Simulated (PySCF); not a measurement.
# CH7FSSi2: the cost of one run

The runs use PySCF 2.14.0, with density-fitted response routines of our own; the level of theory stands in each step. All values are computed, except where a source is named. Atoms count from 0, in the outputs and in this text.

## 1. The molecule as given

12 atoms, charge 0, multiplicity 1; geometry from: GFN2-xTB. The atoms were then displaced at random by about 0.01 Å, so the start is not that level's minimum.

Bonds of the start (Å): C0–Si1 1.92, Si1–Si2 2.32, Si2–F3 1.61, Si2–S4 2.15, C0–H5 1.10, C0–H6 1.06, C0–H7 1.09, Si1–H8 1.48, Si1–H9 1.48, Si2–H10 1.45, S4–H11 1.32.

## 2. Geometry optimisation at PBE0-D3(BJ)/def2-SVP

What the job is given:

```
{"job": {"xc": "PBE0", "basis": "def2-SVP", "d3": "d3bj", "grid": 1, "shake": 0.01, "kind": "geom"}, "charge": 0, "multiplicity": 1}
C      1.741830     0.793000     0.878200
Si    -0.122100     0.344610     0.867120
Si    -0.579550    -0.811080    -1.093490
F     -0.717140     0.274630    -2.280370
S     -2.436840    -1.895340    -1.065750
H      1.969730     1.441210     0.014000
H      2.367160    -0.064120     0.843170
H      1.996120     1.383310     1.762580
H     -0.929200     1.579060     0.994330
H     -0.419210    -0.472440     2.061470
H      0.354060    -1.764870    -1.669600
H     -3.185170    -0.836240    -1.320680
```

Launch:

```sh
OMP_NUM_THREADS=1 python probes_run.py task.json out
```

The driver reads the jobs from task.json and runs them one after another.

Q: Estimate the wall time and peak memory of this first job on 1 thread of Intel Xeon 6975P-C, shared host.

About 43 s, with a peak of 0.49 GiB.
